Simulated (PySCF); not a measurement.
# C10H7F: the cost of one run

Programs: PySCF 2.14.0, with density-fitted response routines of our own. Each step states its level of theory. These are calculated values for one molecule, in the gas phase or a continuum, unless marked as measured. Atoms are numbered from 0 throughout.

## Step 1: The molecule as given

18 atoms, charge 0, multiplicity 1; geometry from: GFN2-xTB. The atoms were then displaced at random by about 0.01 Å, so the start is not that level's minimum.

Bonds of the start (Å): F0–C1 1.33, C1–C2 1.32, C2–C3 1.44, C3–C4 1.32, C4–C5 1.46, C5–C6 1.40, C6–C7 1.40, C7–C8 1.39, C8–C9 1.39, C9–C10 1.38, C10–C2 1.48, C10–C5 1.40, C1–H11 1.07, C3–H12 1.13, C4–H13 1.07, C6–H14 1.09, C7–H15 1.06, C8–H16 1.09, C9–H17 1.09.

## Step 2: Optimising the geometry at PBE0-D3(BJ)/def2-SVP

What the job is given:

```
{"job": {"xc": "PBE0", "basis": "def2-SVP", "d3": "d3bj", "grid": 1, "shake": 0.01, "kind": "geom"}, "charge": 0, "multiplicity": 1}
F     -1.707660     2.790460    -0.488100
C     -2.270580     1.592240    -0.369110
C     -1.555240     0.494370    -0.180260
C     -2.049940    -0.845990    -0.034440
C     -1.084650    -1.733760     0.142540
C      0.181970    -1.012960     0.143850
C      1.494410    -1.465680     0.294680
C      2.528910    -0.525030     0.236840
C      2.245270     0.820300     0.065560
C      0.940060     1.271520    -0.094290
C     -0.091170     0.350190    -0.044650
H     -3.337460     1.619240    -0.436090
H     -3.163750    -1.049790    -0.084490
H     -1.189800    -2.787190     0.294620
H      1.693180    -2.522630     0.447320
H      3.536080    -0.844480     0.363530
H      3.066250     1.531410     0.007770
H      0.736620     2.329750    -0.251010
```

Launch:

```sh
$ OMP_NUM_THREADS=1 python probes_run.py task.json out
```

The driver reads the jobs from task.json and runs them one after another.

Q: Estimate the wall time and peak memory of this first job on 1 thread of Arm Neoverse N1, shared host.

About 7 min, with a peak of 0.86 GiB.
